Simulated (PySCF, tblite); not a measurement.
# C₄H₂FO₂−: a rotation path, then NMR shifts and spin-spin couplings on frames

Aim: move C₄H₂FO₂− (`C#C[C@@H](F)C(=O)[O-]`) away from its starting geometry and see how NMR shifts and spin-spin couplings follow the geometry.

Computed with tblite 0.8.0 and PySCF 2.14.0, with density-fitted response routines of our own, on a single molecule in the gas phase. Atoms are numbered from 0 throughout.

## Step 1: The starting structure

9 atoms, charge -1, multiplicity 1; geometry from: GFN2-xTB.

Bonds of the start (Å): C0–C1 1.20, C1–C2 1.43, C2–F3 1.40, C2–C4 1.65, C4–O5 1.23, C4–O6 1.22, C0–H7 1.05, C2–H8 1.10.

## Step 2: A band between two rotamers with GFN2-xTB

What the job is given:

```
{"job": {"kind": "neb", "xc": "GFN2-xTB", "basis": "xTB", "atoms": [1, 2, 4, 6], "turn": 120}, "charge": -1, "multiplicity": 1}
C      1.820252    -0.328033     1.269439
C      0.862208     0.161173     0.734665
C     -0.281160     0.676045     0.043363
F      0.113725     1.481781    -1.030830
C     -1.223592    -0.590739    -0.446289
O     -1.985180    -0.957821     0.443768
O     -1.036482    -0.971904    -1.590213
H      2.639948    -0.773881     1.749366
H     -0.896156     1.309372     0.694943
```

With the program's defaults for keys left out, this is: GFN2-xTB climbing-image nudged elastic band, gas phase.

The run is started by

```sh
> OMP_NUM_THREADS=1 python probes_run.py task.json out
```

The driver reads the jobs from task.json and runs them one after another.

Standard output:

```text
image   E - E0 / eV
  0       0.0000
  1       0.0129
  2       0.0407
  3       0.0677
  4       0.0799
  5       0.0696
  6       0.0424
  7       0.0147
  8       0.0000
```

Run time: 1.5 s. Hardware: 1 thread of Intel Xeon 6975P-C, shared host; peak memory 0.18 GiB.

The final band, with the dihedral C1–C2–C4–O6:

| image | dihedral (°) | energy (eV) | energy (kcal/mol) |
| --- | --- | --- | --- |
| 0 | -95 | 0.000 | 0.0 |
| 1 | -72 | 0.013 | 0.3 |
| 2 | -49 | 0.041 | 0.9 |
| 3 | -27 | 0.068 | 1.6 |
| 4 | -5 | 0.080 | 1.8 |
| 5 | 17 | 0.070 | 1.6 |
| 6 | 39 | 0.042 | 1.0 |
| 7 | 61 | 0.015 | 0.3 |
| 8 | 85 | 0.000 | 0.0 |

## Step 3: NMR shieldings: image 0, PBE0/pcSseg-1

What the job is given:

```
{"job": {"kind": "nmr", "xc": "PBE0", "basis": "pcSseg-1", "pop": false}, "charge": -1, "multiplicity": 1}
C      1.820300    -0.328000     1.269400
C      0.862200     0.161200     0.734700
C     -0.281200     0.676000     0.043400
F      0.113700     1.481800    -1.030800
C     -1.223600    -0.590700    -0.446300
O     -1.985200    -0.957800     0.443800
O     -1.036500    -0.971900    -1.590200
H      2.639900    -0.773900     1.749400
H     -0.896200     1.309400     0.694900
```

Level: GIAO PBE0/pcSseg-1 NMR shielding, non-relativistic, gas phase.

Standard output:

```text
coarse grid: 8848 points
cycle   1  E = -403.1079758976  dE =  1.141e+00  |g| = 1.163e+00  |ddm| = 3.001e+00
cycle   2  E = -402.6145643526  dE =  4.934e-01  |g| = 2.007e+00  |ddm| = 2.720e+00
cycle   3  E = -403.3469129318  dE = -7.323e-01  |g| = 2.092e-01  |ddm| = 2.008e+00
cycle   4  E = -403.3540498813  dE = -7.137e-03  |g| = 1.245e-01  |ddm| = 2.784e-01
cycle   5  E = -403.3567236726  dE = -2.674e-03  |g| = 5.697e-02  |ddm| = 1.093e-01
cycle   6  E = -403.3574417619  dE = -7.181e-04  |g| = 8.254e-03  |ddm| = 4.324e-02
cycle   7  E = -403.3574527489  dE = -1.099e-05  |g| = 3.542e-03  |ddm| = 1.046e-02
cycle   8  E = -403.3574548624  dE = -2.113e-06  |g| = 6.683e-04  |ddm| = 3.359e-03
final grid: 89600 points
cycle   9  E = -403.4284218452  dE = -1.458e-05  |g| = 1.137e-02  |ddm| = 3.036e-02
cycle  10  E = -403.4283825179  dE =  3.933e-05  |g| = 1.876e-02  |ddm| = 2.269e-02
cycle  11  E = -403.4284444419  dE = -6.192e-05  |g| = 1.631e-03  |ddm| = 1.384e-02
cycle  12  E = -403.4284450428  dE = -6.009e-07  |g| = 5.235e-04  |ddm| = 1.440e-03
cycle  13  E = -403.4284451049  dE = -6.210e-08  |g| = 1.419e-04  |ddm| = 4.622e-04
cycle  14  E = -403.4284451099  dE = -5.040e-09  |g| = 2.910e-05  |ddm| = 1.608e-04
cycle  15  E = -403.4284451100  dE = -1.266e-10  |g| = 1.321e-05  |ddm| = 2.891e-05
converged SCF energy = -403.4284451100

GIAO shielding tensors (ppm)
atom      isotropic    diamagn.    paramagn.     s11        s22        s33       span
  0 C      112.510     257.300    -144.790     46.100     67.543    223.888    177.789
  1 C       90.665     263.743    -173.078    -13.538     -6.965    292.498    306.036
  2 C       96.231     241.213    -144.983     56.204     86.322    146.166     89.962
  3 F      383.289     473.751     -90.462    353.764    381.005    415.097     61.332
  4 C       24.565     245.782    -221.217    -73.116     40.111    106.698    179.814
  5 O       12.676     405.872    -393.195   -156.987     -9.029    204.045    361.032
  6 O       17.150     403.937    -386.787   -159.749    -26.059    237.260    397.009
  7 H       30.038      34.438      -4.400     25.809     25.993     38.312     12.503
  8 H       26.826      28.749      -1.923     23.530     27.474     29.475      5.945
```

Run time: 6.5 s. Hardware: 1 thread of Intel Xeon 6975P-C, shared host; peak memory 0.58 GiB.

Shifts follow as δ = σ(reference) − σ, with reference shieldings (ppm) from runs at the same level and on the same kind of geometry: ¹H TMS 31.72, ¹³C TMS 186.9, ¹⁹F CFCl3 170.9, ¹⁷O H2O 336.1. The references are single molecules in the gas phase, so shifts against H2O, NH3, PH3, H3PO4 or CFCl3 are not on the usual liquid scales and can be off by tens of ppm. Each atom is listed at this fixed geometry, with no averaging over motion; a spectrum would average atoms that exchange fast.

| atoms | environment | σ (ppm) | δ (ppm) |
| --- | --- | --- | --- |
| C4 | carboxylate carbon | 24.6 | 162.4 |
| C1 | alkyne carbon | 90.7 | 96.3 |
| C2 | sp3 CH bonded to F, α to a carbonyl | 96.2 | 90.7 |
| C0 | terminal alkyne carbon | 112.5 | 74.4 |
| H8 | hydrogen on an sp3 CH bonded to F, α to a carbonyl | 26.83 | 4.89 |
| H7 | hydrogen on a terminal alkyne carbon | 30.04 | 1.68 |
| F3 | fluorine on an sp3 carbon | 383.3 | -212.3 |
| O5 | carboxylate oxygen | 12.7 | 323.4 |
| O6 | carboxylate oxygen | 17.2 | 318.9 |

## Step 4: Spin-spin couplings: image 0, B3LYP/pcJ-1

The job, as its differences from that of step 3:

```diff
@@ -1,2 +1,2 @@
-{"job": {"kind": "nmr", "xc": "PBE0", "basis": "pcSseg-1", "pop": false}, "charge": -1, "multiplicity": 1}
+{"job": {"kind": "j", "xc": "B3LYP", "basis": "pcJ-1"}, "charge": -1, "multiplicity": 1}
 C      1.820300    -0.328000     1.269400
```

With the program's defaults for keys left out, this is: B3LYP/pcJ-1 indirect spin-spin coupling, non-relativistic, gas phase.

Standard output:

```text
coarse grid: 8848 points
cycle   1  E = -403.5515666551  dE =  1.107e+00  |g| = 1.257e+00  |ddm| = 2.957e+00
cycle   2  E = -402.7230054938  dE =  8.286e-01  |g| = 2.424e+00  |ddm| = 3.271e+00
cycle   3  E = -403.8105766309  dE = -1.088e+00  |g| = 2.974e-01  |ddm| = 2.643e+00
cycle   4  E = -403.8265861710  dE = -1.601e-02  |g| = 1.615e-01  |ddm| = 3.873e-01
cycle   5  E = -403.8297641947  dE = -3.178e-03  |g| = 9.653e-02  |ddm| = 1.463e-01
cycle   6  E = -403.8316843998  dE = -1.920e-03  |g| = 1.517e-02  |ddm| = 6.738e-02
cycle   7  E = -403.8317205307  dE = -3.613e-05  |g| = 6.583e-03  |ddm| = 1.641e-02
cycle   8  E = -403.8317275842  dE = -7.054e-06  |g| = 1.037e-03  |ddm| = 5.657e-03
final grid: 89600 points
cycle   9  E = -403.9115869270  dE = -1.645e-04  |g| = 6.989e-03  |ddm| = 1.617e-02
cycle  10  E = -403.9115759742  dE =  1.095e-05  |g| = 1.051e-02  |ddm| = 1.233e-02
cycle  11  E = -403.9115939264  dE = -1.795e-05  |g| = 1.380e-03  |ddm| = 8.032e-03
cycle  12  E = -403.9115940143  dE = -8.787e-08  |g| = 1.134e-03  |ddm| = 1.492e-03
cycle  13  E = -403.9115943029  dE = -2.886e-07  |g| = 2.531e-04  |ddm| = 8.066e-04
cycle  14  E = -403.9115943179  dE = -1.501e-08  |g| = 3.924e-05  |ddm| = 1.998e-04
cycle  15  E = -403.9115943182  dE = -2.223e-10  |g| = 1.604e-05  |ddm| = 3.322e-05
converged SCF energy = -403.9115943182

Indirect spin-spin couplings (Hz)
  i      j    bonds     total        FC       PSO       DSO        SD
  0 C    1 C    1    206.372   187.753     7.253     0.125    11.240
  0 C    2 C    2     10.310    11.309    -0.787    -0.110    -0.101
  0 C    3 F    3     11.057     8.978     1.708    -0.290     0.661
  0 C    4 C    3      1.542     1.276     0.049    -0.014     0.230
  0 C    5 O    4     -0.462    -0.212    -0.230     0.023    -0.043
  0 C    6 O    4     -1.097    -0.216    -0.367     0.027    -0.541
  0 C    7 H    1    253.971   253.739    -0.896     0.475     0.654
  0 C    8 H    3      4.789     4.556     0.717    -0.418    -0.066
  1 C    2 C    1     81.257    82.887    -2.392     0.298     0.466
  1 C    3 F    2     19.087    25.175    -5.389     0.043    -0.743
  1 C    4 C    2     -0.919    -0.723    -0.118     0.113    -0.191
  1 C    5 O    3     -0.272    -0.039    -0.117    -0.001    -0.116
  1 C    6 O    3      0.256     0.365    -0.164     0.010     0.045
  1 C    7 H    2     50.514    44.937     5.757    -1.157     0.978
  1 C    8 H    2     -4.484    -4.477    -0.138    -0.022     0.153
  2 C    3 F    1   -243.624  -302.845    33.988     0.881    24.353
  2 C    4 C    1     36.487    35.665    -0.609     0.374     1.058
  2 C    5 O    2    -14.963   -15.080     0.265    -0.013    -0.135
  2 C    6 O    2     -9.950    -9.269     0.023    -0.003    -0.701
  2 C    7 H    3      2.258     2.491     0.170    -0.429     0.026
  2 C    8 H    1    167.893   167.026    -0.620     1.287     0.200
  3 F    4 C    2     16.800    14.625    -0.114     0.175     2.115
  3 F    5 O    3      5.330    -0.975     6.373     0.201    -0.270
  3 F    6 O    3      3.477    -0.351     4.191    -0.017    -0.345
  3 F    7 H    4     -4.168    -6.242     2.508    -1.205     0.771
  3 F    8 H    2     67.949    61.546    10.799    -0.779    -3.617
  4 C    5 O    1     27.093    17.479    10.264    -0.129    -0.521
  4 C    6 O    1     26.910    17.575    10.223    -0.130    -0.758
  4 C    7 H    4     -1.089    -1.067     0.154    -0.165    -0.012
  4 C    8 H    2     -3.478    -3.465    -0.279     0.269    -0.003
  5 O    6 O    2     -4.699    -0.066    -6.946    -0.049     2.363
  5 O    8 H    3     -0.079     0.040    -0.091    -0.059     0.031
  6 O    8 H    3     -0.307    -0.153    -0.300     0.268    -0.122
  7 H    8 H    4     -3.554    -3.527     1.472    -1.543     0.044
```

Wall time 26 s (1 thread of Intel Xeon 6975P-C, shared host); peak memory 0.86 GiB.

Couplings of 1 Hz or more, nine at most for each number of bonds (isotopes 13C, 19F, 1H, 17O):

| pair | bonds | J (Hz) | Fermi contact (Hz) | dihedral (°) |
| --- | --- | --- | --- | --- |
| C0–H7 | 1 | 254.0 | 253.7 | – |
| C2–F3 | 1 | -243.6 | -302.8 | – |
| C0–C1 | 1 | 206.4 | 187.8 | – |
| C2–H8 | 1 | 167.9 | 167.0 | – |
| C1–C2 | 1 | 81.3 | 82.9 | – |
| C2–C4 | 1 | 36.5 | 35.7 | – |
| C4–O5 | 1 | 27.1 | 17.5 | – |
| C4–O6 | 1 | 26.9 | 17.6 | – |
| F3–H8 | 2 | 67.9 | 61.5 | – |
| C1–H7 | 2 | 50.5 | 44.9 | – |
| C1–F3 | 2 | 19.1 | 25.2 | – |
| F3–C4 | 2 | 16.8 | 14.6 | – |
| C2–O5 | 2 | -15.0 | -15.1 | – |
| C0–C2 | 2 | 10.3 | 11.3 | – |
| C2–O6 | 2 | -9.9 | -9.3 | – |
| O5–O6 | 2 | -4.7 | -0.1 | – |
| C1–H8 | 2 | -4.5 | -4.5 | – |
| C0–F3 | 3 | 11.1 | 9.0 | – |
| F3–O5 | 3 | 5.3 | -1.0 | -153 |
| C0–H8 | 3 | 4.8 | 4.6 | – |
| F3–O6 | 3 | 3.5 | -0.4 | 27 |
| C2–H7 | 3 | 2.3 | 2.5 | – |
| C0–C4 | 3 | 1.5 | 1.3 | – |
| F3–H7 | 4 | -4.2 | -6.2 | – |
| H7–H8 | 4 | -3.6 | -3.5 | – |
| C0–O6 | 4 | -1.1 | -0.2 | – |
| C4–H7 | 4 | -1.1 | -1.1 | – |

Quadrupole couplings from the field gradients of the same density:

| atom | isotope | eQq/h (MHz) | η |
| --- | --- | --- | --- |
| O5 | 17O | 7.925 | 0.39 |
| O6 | 17O | 7.714 | 0.34 |

## Step 5: Shielding tensors: image 2, PBE0/pcSseg-1

What the job is given:

```
{"job": {"kind": "nmr", "xc": "PBE0", "basis": "pcSseg-1", "pop": false}, "charge": -1, "multiplicity": 1}
C      1.902800    -0.329400     1.150000
C      0.899300     0.163200     0.711100
C     -0.312800     0.661200     0.135200
F     -0.037100     1.572200    -0.896100
C     -1.238400    -0.588400    -0.444900
O     -2.399800    -0.525600    -0.054400
O     -0.649200    -1.386800    -1.157400
H      2.763600    -0.771400     1.554200
H     -0.914900     1.211100     0.870400
```

Level: GIAO PBE0/pcSseg-1 NMR shielding, non-relativistic, gas phase.

Standard output:

```text
coarse grid: 8848 points
cycle   1  E = -403.1039465632  dE =  1.135e+00  |g| = 1.164e+00  |ddm| = 2.989e+00
cycle   2  E = -402.6908726810  dE =  4.131e-01  |g| = 1.925e+00  |ddm| = 3.388e+00
cycle   3  E = -403.3458171404  dE = -6.549e-01  |g| = 1.742e-01  |ddm| = 2.500e+00
cycle   4  E = -403.3502166354  dE = -4.399e-03  |g| = 1.160e-01  |ddm| = 2.452e-01
cycle   5  E = -403.3530145780  dE = -2.798e-03  |g| = 4.598e-02  |ddm| = 9.837e-02
cycle   6  E = -403.3535161566  dE = -5.016e-04  |g| = 4.331e-03  |ddm| = 3.341e-02
cycle   7  E = -403.3535196699  dE = -3.513e-06  |g| = 1.905e-03  |ddm| = 5.520e-03
final grid: 89600 points
cycle   8  E = -403.4240951753  dE = -1.145e-05  |g| = 1.190e-02  |ddm| = 3.346e-02
cycle   9  E = -403.4240565483  dE =  3.863e-05  |g| = 1.907e-02  |ddm| = 2.488e-02
cycle  10  E = -403.4241196390  dE = -6.309e-05  |g| = 1.319e-03  |ddm| = 1.554e-02
cycle  11  E = -403.4241199923  dE = -3.534e-07  |g| = 5.227e-04  |ddm| = 1.359e-03
cycle  12  E = -403.4241200523  dE = -5.995e-08  |g| = 1.418e-04  |ddm| = 4.441e-04
cycle  13  E = -403.4241200573  dE = -4.974e-09  |g| = 2.251e-05  |ddm| = 1.589e-04
cycle  14  E = -403.4241200574  dE = -9.209e-11  |g| = 1.030e-05  |ddm| = 2.919e-05
converged SCF energy = -403.4241200574

GIAO shielding tensors (ppm)
atom      isotropic    diamagn.    paramagn.     s11        s22        s33       span
  0 C      109.444     256.904    -147.461     44.477     63.705    220.148    175.671
  1 C       91.766     264.739    -172.973    -13.759     -4.782    293.840    307.600
  2 C       88.968     240.920    -151.952     64.907     86.448    115.549     50.641
  3 F      400.175     473.535     -73.360    374.864    404.341    421.320     46.455
  4 C       23.965     244.407    -220.442    -72.939     42.535    102.299    175.238
  5 O       -2.981     404.158    -407.139   -146.360    -17.408    154.824    301.184
  6 O       31.137     406.340    -375.203   -119.358    -13.486    226.254    345.612
  7 H       29.919      34.353      -4.434     25.729     26.044     37.985     12.256
  8 H       26.679      29.390      -2.711     24.696     26.381     28.959      4.262
```

Wall time 5.9 s (1 thread of Intel Xeon 6975P-C, shared host); peak memory 0.63 GiB.

In short: δ C4 163.0, C2 98.0, C1 95.2, C0 77.5, H8 5.04, H7 1.80 ppm.

## Step 6: Indirect couplings: image 2, B3LYP/pcJ-1

The job, as its differences from that of step 5:

```diff
@@ -1,2 +1,2 @@
-{"job": {"kind": "nmr", "xc": "PBE0", "basis": "pcSseg-1", "pop": false}, "charge": -1, "multiplicity": 1}
+{"job": {"kind": "j", "xc": "B3LYP", "basis": "pcJ-1"}, "charge": -1, "multiplicity": 1}
 C      1.902800    -0.329400     1.150000
```

Method: B3LYP/pcJ-1 indirect spin-spin coupling, non-relativistic, gas phase.

Standard output:

```text
coarse grid: 8848 points
cycle   1  E = -403.5480640254  dE =  1.101e+00  |g| = 1.258e+00  |ddm| = 2.957e+00
cycle   2  E = -402.9196189609  dE =  6.284e-01  |g| = 2.256e+00  |ddm| = 3.330e+00
cycle   3  E = -403.8162451322  dE = -8.966e-01  |g| = 2.179e-01  |ddm| = 2.554e+00
cycle   4  E = -403.8230871566  dE = -6.842e-03  |g| = 1.461e-01  |ddm| = 2.863e-01
cycle   5  E = -403.8269028698  dE = -3.816e-03  |g| = 7.281e-02  |ddm| = 1.247e-01
cycle   6  E = -403.8281418896  dE = -1.239e-03  |g| = 7.458e-03  |ddm| = 4.735e-02
cycle   7  E = -403.8281511585  dE = -9.269e-06  |g| = 3.499e-03  |ddm| = 8.150e-03
cycle   8  E = -403.8281531537  dE = -1.995e-06  |g| = 6.961e-04  |ddm| = 3.286e-03
final grid: 89600 points
cycle   9  E = -403.9075277330  dE = -1.632e-04  |g| = 7.352e-03  |ddm| = 1.879e-02
cycle  10  E = -403.9075155411  dE =  1.219e-05  |g| = 1.118e-02  |ddm| = 1.295e-02
cycle  11  E = -403.9075355483  dE = -2.001e-05  |g| = 1.152e-03  |ddm| = 8.462e-03
cycle  12  E = -403.9075355760  dE = -2.769e-08  |g| = 9.949e-04  |ddm| = 1.310e-03
cycle  13  E = -403.9075357830  dE = -2.070e-07  |g| = 2.553e-04  |ddm| = 7.315e-04
cycle  14  E = -403.9075357985  dE = -1.546e-08  |g| = 4.090e-05  |ddm| = 2.081e-04
cycle  15  E = -403.9075357987  dE = -2.598e-10  |g| = 1.428e-05  |ddm| = 3.266e-05
converged SCF energy = -403.9075357987

Indirect spin-spin couplings (Hz)
  i      j    bonds     total        FC       PSO       DSO        SD
  0 C    1 C    1    205.754   187.055     7.255     0.124    11.320
  0 C    2 C    2      9.437    10.252    -0.561    -0.110    -0.144
  0 C    3 F    3     13.390    10.846     1.599    -0.295     1.240
  0 C    4 C    3      1.523     1.262     0.048    -0.021     0.233
  0 C    5 O    4     -1.136    -0.403    -0.393     0.039    -0.379
  0 C    6 O    4     -0.820    -0.301    -0.242     0.010    -0.287
  0 C    7 H    1    253.354   253.155    -0.927     0.474     0.653
  0 C    8 H    3      4.736     4.494     0.723    -0.416    -0.065
  1 C    2 C    1     79.132    80.785    -2.436     0.296     0.488
  1 C    3 F    2     16.894    23.174    -5.372     0.041    -0.949
  1 C    4 C    2     -0.620    -0.457    -0.087     0.102    -0.178
  1 C    5 O    3     -0.975    -1.063    -0.106     0.029     0.166
  1 C    6 O    3      0.407     0.441    -0.007    -0.018    -0.009
  1 C    7 H    2     50.104    44.492     5.789    -1.158     0.981
  1 C    8 H    2     -2.126    -2.094    -0.140    -0.025     0.134
  2 C    3 F    1   -237.360  -306.503    41.826     0.872    26.445
  2 C    4 C    1     37.692    36.677    -0.521     0.371     1.166
  2 C    5 O    2    -15.873   -15.064    -0.199    -0.011    -0.599
  2 C    6 O    2    -11.466   -10.212    -0.443    -0.005    -0.806
  2 C    7 H    3      1.987     2.169     0.214    -0.430     0.034
  2 C    8 H    1    164.971   164.244    -0.756     1.277     0.206
  3 F    4 C    2     17.014    16.490    -1.077     0.231     1.370
  3 F    5 O    3      7.793    -1.482     6.864     0.123     2.289
  3 F    6 O    3      9.416     0.256     7.751     0.053     1.356
  3 F    7 H    4     -5.462    -7.728     2.673    -1.216     0.809
  3 F    8 H    2     65.479    57.479    12.340    -0.743    -3.598
  4 C    5 O    1     27.129    17.373    10.372    -0.128    -0.488
  4 C    6 O    1     27.292    17.866    10.250    -0.130    -0.693
  4 C    7 H    4     -1.168    -1.143     0.159    -0.185     0.001
  4 C    8 H    2     -3.388    -3.317    -0.298     0.245    -0.018
  5 O    6 O    2     -4.486    -0.167    -6.930    -0.049     2.660
  5 O    8 H    3     -0.317    -0.070    -0.120    -0.091    -0.036
  6 O    8 H    3     -1.086    -0.790    -0.468     0.295    -0.123
  7 H    8 H    4     -3.317    -3.283     1.451    -1.530     0.045
```

It took 26 s on 1 thread of Intel Xeon 6975P-C, shared host; peak memory 0.86 GiB.

This run: J(C0,H7) 253.4 Hz, J(C2,F3) -237.4 Hz, J(C0,C1) 205.8 Hz (means over like pairs).

## Step 7: Nuclear shieldings: image 4, PBE0/pcSseg-1

What the job is given:

```
{"job": {"kind": "nmr", "xc": "PBE0", "basis": "pcSseg-1", "pop": false}, "charge": -1, "multiplicity": 1}
C      1.969100    -0.312400     1.034500
C      0.925600     0.171300     0.691400
C     -0.341900     0.637900     0.215400
F     -0.169100     1.666000    -0.723800
C     -1.244700    -0.588300    -0.453700
O     -2.377900    -0.228900    -0.747200
O     -0.673900    -1.667400    -0.531900
H      2.867000    -0.747700     1.356800
H     -0.940700     1.075600     1.026500
```

With the program's defaults for keys left out, this is: GIAO PBE0/pcSseg-1 NMR shielding, non-relativistic, gas phase.

Standard output:

```text
coarse grid: 8848 points
cycle   1  E = -403.1023022004  dE =  1.137e+00  |g| = 1.167e+00  |ddm| = 2.977e+00
cycle   2  E = -402.6499708761  dE =  4.523e-01  |g| = 1.969e+00  |ddm| = 3.710e+00
cycle   3  E = -403.3450671730  dE = -6.951e-01  |g| = 1.831e-01  |ddm| = 2.745e+00
cycle   4  E = -403.3503962484  dE = -5.329e-03  |g| = 1.146e-01  |ddm| = 3.186e-01
cycle   5  E = -403.3528631984  dE = -2.467e-03  |g| = 5.299e-02  |ddm| = 1.108e-01
cycle   6  E = -403.3535121525  dE = -6.490e-04  |g| = 5.552e-03  |ddm| = 3.901e-02
cycle   7  E = -403.3535171417  dE = -4.989e-06  |g| = 2.710e-03  |ddm| = 6.579e-03
final grid: 89600 points
cycle   8  E = -403.4238197018  dE = -1.179e-05  |g| = 1.211e-02  |ddm| = 3.260e-02
cycle   9  E = -403.4237791086  dE =  4.059e-05  |g| = 1.944e-02  |ddm| = 3.192e-02
cycle  10  E = -403.4238450846  dE = -6.598e-05  |g| = 1.517e-03  |ddm| = 2.053e-02
cycle  11  E = -403.4238455064  dE = -4.218e-07  |g| = 5.108e-04  |ddm| = 1.526e-03
cycle  12  E = -403.4238455543  dE = -4.786e-08  |g| = 1.543e-04  |ddm| = 4.979e-04
cycle  13  E = -403.4238455600  dE = -5.731e-09  |g| = 2.294e-05  |ddm| = 1.917e-04
cycle  14  E = -403.4238455601  dE = -8.242e-11  |g| = 1.265e-05  |ddm| = 3.239e-05
converged SCF energy = -403.4238455601

GIAO shielding tensors (ppm)
atom      isotropic    diamagn.    paramagn.     s11        s22        s33       span
  0 C      106.553     257.186    -150.633     45.203     58.799    215.657    170.454
  1 C       93.227     264.105    -170.878    -13.671     -3.706    297.058    310.728
  2 C       93.086     243.607    -150.520     71.481     85.004    122.774     51.292
  3 F      401.009     474.509     -73.500    349.933    410.964    442.130     92.197
  4 C       26.271     243.494    -217.222    -72.757     44.871    106.700    179.457
  5 O       17.771     403.768    -385.998   -142.601    -11.513    207.425    350.026
  6 O       13.246     405.945    -392.699   -141.365    -46.726    227.831    369.196
  7 H       29.818      34.391      -4.573     25.640     26.107     37.707     12.066
  8 H       26.878      29.422      -2.544     24.122     27.492     29.020      4.898
```

It took 6 s on 1 thread of Intel Xeon 6975P-C, shared host; peak memory 0.63 GiB.

Key values: δ C4 160.7, C2 93.8, C1 93.7, C0 80.4, H8 4.84, H7 1.90 ppm.

[end of part 1 of 2]
